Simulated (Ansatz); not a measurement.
# C₂H₈ClPSi: how energies converge with the basis set

One table from this session's results is given with a row withheld; the runs are named, their logs left out.

The runs use Ansatz 0.2.0, Gaussian basis; one geometry, several basis sets.

Plan: PBE0-D4/def2-SVP; ωB97M-V/def2-SVP; PBE0-D4/def2-QZVPP; ωB97M-V/def2-QZVPP; the functionals' def2-TZVPP values are taken from earlier runs.

## The relaxed structure

All runs share one geometry, relaxed beforehand with PBE0-D4 in a triple-zeta def2 set.

SMILES `C[Si](C)(P)Cl`, 13 atoms, charge 0, spin multiplicity 1.

Atoms are counted from 1 here; the program's logs count them from 0.

Bond lengths: C1–Si2 1.862 Å, C1–H6 1.093 Å, C1–H7 1.092 Å, C1–H8 1.094 Å, Si2–C3 1.862 Å, Si2–P4 2.254 Å, Si2–Cl5 2.074 Å, C3–H9 1.093 Å, C3–H10 1.091 Å, C3–H11 1.093 Å, P4–H12 1.424 Å, P4–H13 1.421 Å. Angles: Si2–C1–H6 110.4°, Si2–C1–H7 110.9°, Si2–C1–H8 110.4°, H6–C1–H7 108.4°, H6–C1–H8 108.3°, H7–C1–H8 108.4°, C1–Si2–C3 111.8°, C1–Si2–P4 109.2°, C1–Si2–Cl5 108.2°, C3–Si2–P4 114.3°, C3–Si2–Cl5 107.4°, P4–Si2–Cl5 105.4°, Si2–C3–H9 110.4°, Si2–C3–H10 110.9°, Si2–C3–H11 110.3°, H9–C3–H10 108.4°, H9–C3–H11 108.5°, H10–C3–H11 108.3° and more.

Set-up of the first run:

in.yaml

```yaml
crystal:
  periodic: [false, false, false]
  atoms:
    - {symbol: C, position_ang: [-1.696077, 0.206322, -0.594153]}
    - {symbol: Si, position_ang: [0.095862, 0.452539, -0.153800]}
    - {symbol: C, position_ang: [1.117303, -1.056553, -0.537574]}
    - {symbol: P, position_ang: [0.245454, 1.157007, 1.982192]}
    - {symbol: Cl, position_ang: [0.836389, 2.013184, -1.302435]}
    - {symbol: H, position_ang: [-1.796486, -0.061874, -1.648747]}
    - {symbol: H, position_ang: [-2.269772, 1.117490, -0.414615]}
    - {symbol: H, position_ang: [-2.129962, -0.597884, 0.006816]}
    - {symbol: H, position_ang: [1.033407, -1.314442, -1.596576]}
    - {symbol: H, position_ang: [2.170188, -0.882890, -0.308137]}
    - {symbol: H, position_ang: [0.772084, -1.908193, 0.054734]}
    - {symbol: H, position_ang: [-0.012883, -0.143912, 2.499778]}
    - {symbol: H, position_ang: [1.654993, 0.984506, 2.027318]}
basis:
  gaussian: {orbitals: def2-SVP}
hamiltonian: {xc: pbe0, dispersion: d4}
output: {orbitals: {seedname: orbitals}}
```

Run with:

```sh
$ ansatz run in.yaml --threads 4 --pin off --events-out ev --progress --plain --max-ram 10444MiB
```

Among the steps run: PBE0-D4 in def2-SVP; ωB97M-V in def2-SVP; PBE0-D4 in def2-QZVPP; ωB97M-V in def2-QZVPP.

One table of the session follows, with a row left open; its other results are not shown here.

It belongs to the step «Functionals by basis». 

| functional | basis | HOMO (eV) | LUMO (eV) |
| --- | --- | --- | --- |
| PBE0-D4 | def2-SVP | -7.39 | 0.70 |
| PBE0-D4 | def2-TZVPP | -7.45 | 0.34 |
| PBE0-D4 | def2-QZVPP | -7.48 | 0.14 |
| ωB97M-V | def2-SVP | ? | ? |
| ωB97M-V | def2-TZVPP | -9.54 | 2.00 |
| ωB97M-V | def2-QZVPP | -9.56 | 1.40 |

Estimate the missing values for ωB97M-V, def2-SVP.

**Answer.** HOMO (eV): -9.45; LUMO (eV): 2.67. In the column «HOMO (eV)» it lies between ωB97M-V, def2-TZVPP (-9.54) and PBE0-D4, def2-QZVPP (-7.48).
